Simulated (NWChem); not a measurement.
# AlH3S (SMILES [AlH2][SH]): M06-2X/jorge-DZP

Aim: the electronic atomisation energy of AlH3S at M06-2X/jorge-DZP, from 4 runs. 

The results are computed with NWChem 7.3.0.

2 further runs of the same task are left out: 2 that didn't finish.

## Step 1: The structure to begin with

AlH3S: 5 atoms, total charge 0, spin state singlet. SMILES: `[AlH2][SH]`. The coordinates come from a PBE0-D4/def2-TZVP relaxation.

Bond lengths: Al1–S2 2.181 Å, Al1–H3 1.579 Å, Al1–H4 1.581 Å, S2–H5 1.344 Å. Angles: Al1–S2–H5 93.7°, S2–Al1–H3 116.5°, S2–Al1–H4 118.9°, H3–Al1–H4 124.6°.

## Step 2: A single-point energy at M06-2X/jorge-DZP (run 1)

File alh3s.nw:

```
start alh3s
title "AlH3S M06-2X"
memory total 2200 mb
geometry units angstroms noautosym nocenter noautoz
Al    -0.616100    -0.064200    -0.181700
S      1.129100    -0.343100     1.096600
H     -1.981700    -0.650100     0.351100
H     -0.441100     0.696000    -1.556400
H      1.959700     0.287800     0.249000
end
basis spherical bse
Al library jorge-DZP
S library jorge-DZP
H library jorge-DZP
end
dft
xc m06-2x
grid fine
convergence energy 1e-08
iterations 100
mulliken
print low
end
task dft energy
```

Run with:

```
$ nwchem alh3s.nw > alh3s.out
```

Log:

```text
[...]
 d= 0,ls=0.0,diis     1   -642.3756214296 -7.16D+02  7.92D-03  5.51D+00     0.9
[...]
 d= 0,ls=0.0,diis     8   -642.4037116906 -2.09D-09  7.38D-07  1.62D-09     4.9
         Total DFT energy =     -642.403711690609
      One electron energy =    -1036.043015410320
           Coulomb energy =      365.237723264851
    Exchange-Corr. energy =      -45.413324623211
 Nuclear repulsion energy =       73.814905078071
[...]
      Total Density - Mulliken Population Analysis
     ---------------------------------------------
    Atom       Charge   Shell Charges
 -----------   ------   -------------------------------------------------------
    1 Al  13    12.56   0.45  0.83  0.64  0.15  1.90  0.86  0.19  5.61  0.46  0.97  0.29  0.20
    2 S   16    16.27   0.32  0.74  0.77  0.15  2.00  1.08  0.74  5.70  0.64  2.27  1.81  0.05
    3 H    1     1.15   0.71  0.43  0.01
    4 H    1     1.15   0.71  0.43  0.01
    5 H    1     0.88   0.70  0.15  0.03
[...]
```

Run time: 5.7 s. Hardware: 1 thread of Intel Xeon 6975P-C (Granite Rapids), shared host; peak memory 0.11 GiB.

## Step 3: The Al atom at the same level (run 2)

File mymol.nw:

```
START mymol
TITLE "Al M06-2X"
memory 2200 mb
GEOMETRY noautosym nocenter noautoz
Al       0.000000       0.000000       0.000000
END
BASIS spherical bse
* library jorge-DZP
END
DFT
xc m06-2x
mult 2
grid fine
convergence energy 1e-08
iterations 100
mulliken
noprint "final vectors analysis"
END
TASK dft energy
```

Run the same way, it converges to -242.33995 Eh (log not shown).

Run 3 isn't shown in full; the table further down has it.

## Step 4: The S atom (run 4)

File s.xyz:

```xyz
1

S      0.000000     0.000000     0.000000
```

File s.nw:

```
start s
memory stack 880 mb heap 220 mb global 1100 mb

geometry noautosym nocenter noautoz
   load format xyz s.xyz
end

basis "ao basis" spherical bse
   S library jorge-DZP
end

dft
   xc m06-2x
   mult 3
   grid fine
   convergence energy 1e-08
   maxiter 100
   mulliken
   noprint "final vectors analysis"
end

task dft energy
```

Run the same way, it converges to -398.08776 Eh (log not shown).

## Step 5: Overview of the runs

| run | level | partner | energy (Eh) | wall time |
| --- | --- | --- | --- | --- |
| 1 | M06-2X/jorge-DZP | base | -642.403712 | 5.7 s |
| 2 | UM06-2X/jorge-DZP | atoms | -242.339945 | 1.7 s |
| 3 | UM06-2X/jorge-DZP | atoms | -0.497825 | 0.66 s |
| 4 | UM06-2X/jorge-DZP | atoms | -398.087764 | 1.3 s |

## Step 6: Summary of results

At M06-2X/jorge-DZP:

```
                     quantity          value
         S atom: total energy  -398.08776 Eh
                 S atom: ⟨S²⟩          2.003
electronic atomisation energy      13.130 eV
```

In words: Taking the molecule apart into free atoms costs 13.13 eV (303 kcal/mol), before zero-point energy and without spin-orbit coupling. All runs together took 9.4 s, the longest 5.7 s.
